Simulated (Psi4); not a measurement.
# Si2NH5F (SMILES F[SiH2]N[SiH2]): UBHLYP/6-31G(d) (spherical functions)

Aim: the vertical doublet–quartet gap of Si2NH5F at UBHLYP/6-31G* (spherical functions), from 2 runs. 

Program for the calculation: Psi4 1.11.

2 further runs of the same task are left out: 2 set aside as unsound or not needed. Runs told in other sessions of the task aren't counted.

## Step 1: The structure to begin with

Si2NH5F has 9 atoms, charge 0, and is taken as a doublet. As SMILES, `F[SiH2]N[SiH2]`. The coordinates come from a PBE0-D4/def2-TZVP relaxation. This is one conformer, not always the lowest.

Bond lengths: F1–Si2 1.600 Å, Si2–N3 1.712 Å, N3–Si4 1.736 Å, Si2–H5 1.480 Å, Si2–H6 1.477 Å, N3–H7 1.012 Å, Si4–H8 1.489 Å, Si4–H9 1.494 Å. Some angles: F1–Si2–N3 112.4°, Si2–N3–Si4 128.4°, F1–Si2–H5 106.1°, F1–Si2–H6 106.9°, N3–Si2–H5 109.2°, N3–Si2–H6 108.5°, Si2–N3–H7 115.7°, Si4–N3–H7 115.2°, N3–Si4–H8 106.6°, N3–Si4–H9 109.5°.

## Step 2: Energy and forces at UBHLYP/6-31G(d) (spherical functions)

Contents of fh5nsi2.xyz:

```xyz
9
FH5NSi2
F     -1.778200     1.208900    -1.181800
Si    -0.288000     1.123600    -0.604900
N      0.241500    -0.491400    -0.403000
Si     0.023600    -1.533600     0.967900
H      0.576300     1.799100    -1.598800
H     -0.302800     1.779800     0.718800
H      0.600400    -0.942200    -1.234500
H     -0.246300    -0.650000     2.136200
H      1.261800    -2.340700     1.182700
```

Contents of fh5nsi2.py:

```python
import psi4

psi4.set_memory('2200 MB')
psi4.set_num_threads(1)
psi4.core.set_output_file('fh5nsi2.out', False)

with open('fh5nsi2.xyz') as f:
    atoms = ''.join(f.readlines()[2:])
m = psi4.geometry('0 2\n' + atoms + 'symmetry c1\nno_reorient\nno_com')

psi4.set_options({
    'reference': 'uks',
    'puream': True,
    'e_convergence': 1e-09,
    'd_convergence': 1e-08,
    'scf_type': 'pk',
    'dft_radial_points': 99,
    'dft_spherical_points': 590,
    'maxiter': 100,
})

result, w = psi4.gradient('bhhlyp/6-31G*', return_wfn=True)
psi4.oeprop(w, 'DIPOLE', 'MAYER_INDICES', 'WIBERG_LOWDIN_INDICES')
print('gradient / Eh bohr^-1')
print(result.np.round(6))
print(f'energy = {w.energy():.10f} Eh')
for k, v in sorted(psi4.core.scalar_variables().items()):
    print(f'{k:45s} {v:18.10f}')
```

The run is started by

```sh
$ python fh5nsi2.py
```

fh5nsi2.out:

```text
[...]
  Running in c1 symmetry.
[...]
  Nuclear repulsion =  217.045251544568430
[...]
  Multiplicity = 2
[...]
  Nalpha       = 25
  Nbeta        = 24
[...]
    Number of basis functions: 74
[...]
   @UKS iter   1:  -736.34609985771954   -5.39325e-01   8.89372e-03 ADIIS/DIIS
[...]
   @UKS iter  13:  -736.52955507709498   -1.47793e-12   4.25947e-09 DIIS
[...]
   @S^2 Observed:                7.520729810E-01
[...]
    Orbital Energies [Eh]
    ---------------------
    Alpha Occupied:
       1A    -67.188748     2A    -67.155101     3A    -25.290665
       4A    -14.804202     5A     -5.650682     6A     -5.624210
       7A     -3.915312     8A     -3.913798     9A     -3.912999
      10A     -3.890315    11A     -3.885545    12A     -3.884592
      13A     -1.329239    14A     -0.981428    15A     -0.647107
      16A     -0.621639    17A     -0.554801    18A     -0.526370
      19A     -0.522541    20A     -0.490363    21A     -0.438629
      22A     -0.415045    23A     -0.398501    24A     -0.382441
      25A     -0.243626
    Alpha Virtual:
[...]
  @UKS Final Energy:  -736.52955507709498
   => Energetics <=
    Nuclear Repulsion Energy =            217.0452515445684298
    One-Electron Energy =               -1451.5830060759681146
    Two-Electron Energy =                 529.5236570535403189
    DFT Exchange-Correlation Energy =     -31.5154575992355319
    Empirical Dispersion Energy =           0.0000000000000000
    VV10 Nonlocal Energy =                  0.0000000000000000
    Total Energy =                       -736.5295550770949831
  UHF NO Occupations:
  HONO-2 :   23  A 1.9998128
  HONO-1 :   24  A 1.9992340
[...]
  -Total Gradient:
     Atom            X                  Y                   Z
    ------   -----------------  -----------------  -----------------
       1        0.001711729007    -0.000179388380     0.000823552062
       2       -0.001233892011    -0.005322799333    -0.000693337203
       3       -0.002731378571     0.001216037611     0.004212963168
       4       -0.001329954432     0.001706160697    -0.004885707678
       5        0.001556622383     0.001823681671    -0.002874346557
       6       -0.000883788424     0.001866326022     0.003620171382
       7        0.001322097395    -0.001633495117    -0.002676898847
       8       -0.001008570572     0.002366911178     0.002463644429
       9        0.002570794409    -0.001858831592    -0.000009529017
[...]
 Multipole Moments:
 ------------------------------------------------------------------------------------
     Multipole            Electronic (a.u.)      Nuclear  (a.u.)        Total (a.u.)
 ------------------------------------------------------------------------------------
 L = 1.  Multiply by 2.5417464519 to convert [e a0] to [Debye]
 Dipole X            :         31.0656000          -30.4727786            0.5928214
 Dipole Y            :         -2.8005234            2.5441383           -0.2563851
 Dipole Z            :         13.4267512          -13.5508481           -0.1240969
 Magnitude           :                                                    0.6577010
[...]
```

The script printed:

```text
gradient / Eh bohr^-1
[[ 1.712e-03 -1.790e-04  8.240e-04]
 [-1.234e-03 -5.323e-03 -6.930e-04]
 [-2.731e-03  1.216e-03  4.213e-03]
 [-1.330e-03  1.706e-03 -4.886e-03]
 [ 1.557e-03  1.824e-03 -2.874e-03]
 [-8.840e-04  1.866e-03  3.620e-03]
 [ 1.322e-03 -1.633e-03 -2.677e-03]
 [-1.009e-03  2.367e-03  2.464e-03]
 [ 2.571e-03 -1.859e-03 -1.000e-05]]
energy = -736.5295550771 Eh
CURRENT ENERGY                                   -736.5295550771
CURRENT REFERENCE ENERGY                         -736.5295550771
DD SOLVATION ENERGY                                 0.0000000000
DFT FUNCTIONAL TOTAL ENERGY                      -736.5295550771
DFT TOTAL ENERGY                                 -736.5295550771
DFT VV10 ENERGY                                     0.0000000000
DFT XC ENERGY                                     -31.5154575992
GRID ELECTRONS ALPHA                               25.0000003531
GRID ELECTRONS BETA                                24.0000003644
GRID ELECTRONS TOTAL                               49.0000007175
NUCLEAR REPULSION ENERGY                          217.0452515446
ONE-ELECTRON ENERGY                             -1451.5830060760
PCM POLARIZATION ENERGY                             0.0000000000
PE ENERGY                                           0.0000000000
SCF ITERATION ENERGY                             -736.5295550771
SCF ITERATIONS                                     13.0000000000
SCF TOTAL ENERGY                                 -736.5295550771
TWO-ELECTRON ENERGY                               529.5236570535
XC GRID RADIAL POINTS                              99.0000000000
XC GRID SPHERICAL POINTS                          590.0000000000
XC GRID TOTAL POINTS                           498461.0000000000
```

Run time: 44 s. Hardware: 1 thread of Intel Xeon Platinum 8259CL at 2.50GHz (Skylake/Cascade Lake), shared host; peak memory 1.2 GiB.

## Step 3: The quartet

Contents of fh5nsi2.json:

```json
{
 "schema_name": "qcschema_input",
 "schema_version": 1,
 "molecule": {
  "schema_name": "qcschema_molecule",
  "schema_version": 2,
  "symbols": ["F", "Si", "N", "Si", "H", "H", "H", "H", "H"],
  "geometry": [-3.36031099, 2.28448991, -2.23327833, -0.54424112, 2.12329627, -1.14309533, 0.45636886, -0.92861142, -0.76155963, 0.04459754, -2.89808398, 1.82906592, 1.08904917, 3.39980627, -3.02129413, -0.57220907, 3.36333456, 1.35833514, 1.13459157, -1.78049995, -2.3328669, -0.46543954, -1.22832198, 4.03683295, 2.38445642, -4.42328194, 2.23497909],
  "molecular_charge": 0,
  "molecular_multiplicity": 4,
  "fix_symmetry": "c1"
 },
 "driver": "gradient",
 "model": {
  "method": "bhhlyp",
  "basis": "6-31G*"
 },
 "keywords": {
  "reference": "uks",
  "puream": true,
  "e_convergence": 1e-09,
  "d_convergence": 1e-08,
  "scf_type": "pk",
  "dft_radial_points": 99,
  "dft_spherical_points": 590,
  "maxiter": 100,
  "scf_properties": ["DIPOLE", "MULLIKEN_CHARGES", "WIBERG_LOWDIN_INDICES"]
 }
}
```

The run is started by

```sh
$ psi4 --qcschema fh5nsi2.json -n 1 --memory 2200MB
```

stdout (excerpt; [...] marks lines left out):

```text
[...]
  Running in c1 symmetry.
[...]
  Nuclear repulsion =  217.045251755645751
[...]
  Multiplicity = 4
[...]
  Nalpha       = 26
  Nbeta        = 23
[...]
    Number of basis functions: 74
[...]
   @UKS iter   1:  -735.93031505686918   -1.23540e-01   9.97311e-03 DIIS/ADIIS
[...]
   @UKS iter  19:  -736.26761869096811   -1.81899e-12   5.79748e-09 DIIS
[...]
   @S^2 Observed:                3.755070302E+00
[...]
  @UKS Final Energy:  -736.26761869096811
   => Energetics <=
    Nuclear Repulsion Energy =            217.0452517556457508
    One-Electron Energy =               -1449.5806439157381647
    Two-Electron Energy =                 527.7459229533508278
    DFT Exchange-Correlation Energy =     -31.4781494842264493
    Empirical Dispersion Energy =           0.0000000000000000
    VV10 Nonlocal Energy =                  0.0000000000000000
    Total Energy =                       -736.2676186909681064
  UHF NO Occupations:
  HONO-2 :   24  A 1.0000000
  HONO-1 :   25  A 1.0000000
[...]
 Multipole Moments:
[...]
  Mulliken Charges: (a.u.)
   Center  Symbol    Alpha    Beta     Spin     Total
       1     F     4.72781  4.69787  0.02994 -0.42567
       2    SI     6.72173  6.48479  0.23694  0.79348
       3     N     4.08901  3.20757  0.88144 -0.29658
       4    SI     7.85366  6.21386  1.63981 -0.06752
       5     H     0.54480  0.54566 -0.00086 -0.09045
       6     H     0.53946  0.54363 -0.00417 -0.08309
       7     H     0.46783  0.27657  0.19126  0.25560
       8     H     0.52472  0.52424  0.00048 -0.04897
       9     H     0.53099  0.50582  0.02517 -0.03682
   Total alpha = 26.00000, Total beta = 23.00000, Total charge = -0.00000
[...]
  -Total Gradient:
     Atom            X                  Y                   Z
    ------   -----------------  -----------------  -----------------
       1       -0.001210203444     0.007722837263    -0.000043285422
       2        0.018633826883    -0.084908899694     0.005327327304
       3       -0.009265395798    -0.012726317338     0.035166180129
       4        0.009364739838     0.067291788029    -0.089369234644
       5        0.000279891396     0.004440060710    -0.005784161686
       6       -0.003617687323     0.002290722244     0.005716682095
       7       -0.017530279973     0.021775794490     0.037075930255
       8        0.000725120001     0.001954669669     0.007272278076
       9        0.002594348585    -0.007855387641     0.004618874705
[...]
```

Run time: 62 s. Hardware: 1 thread of Intel Xeon Platinum 8259CL at 2.50GHz (Skylake/Cascade Lake), shared host; peak memory 1.2 GiB.

## Step 4: What came out

Level: UBHLYP/6-31G* (spherical functions).

```
                                        quantity          value
                           doublet: total energy  -736.52956 Eh
                          doublet: dipole moment         1.67 D
     doublet: HOMO energy (highest over α and β)       -6.63 eV
      doublet: LUMO energy (lowest over α and β)       -1.27 eV
                                   doublet: ⟨S²⟩          0.752
               doublet: largest force on an atom     0.283 eV/Å
                           quartet: total energy  -736.26762 Eh
                          quartet: dipole moment         2.38 D
     quartet: HOMO energy (highest over α and β)       -2.34 eV
                                   quartet: ⟨S²⟩          3.755
               quartet: largest force on an atom     5.773 eV/Å
vertical energy of the quartet above the doublet       7.128 eV
```

In words: At this shape the quartet lies 7.13 eV (164 kcal/mol) above the doublet. The largest force (doublet) is 0.28 eV/Å: the shape isn't a stationary point for this species at this level. With no_com the log's rotational constants are taken about the origin, not the centre of mass, so they aren't the molecule's. Mulliken charges (quartet) run from -0.43 on F1 to +0.79 on Si2; they depend strongly on the basis.
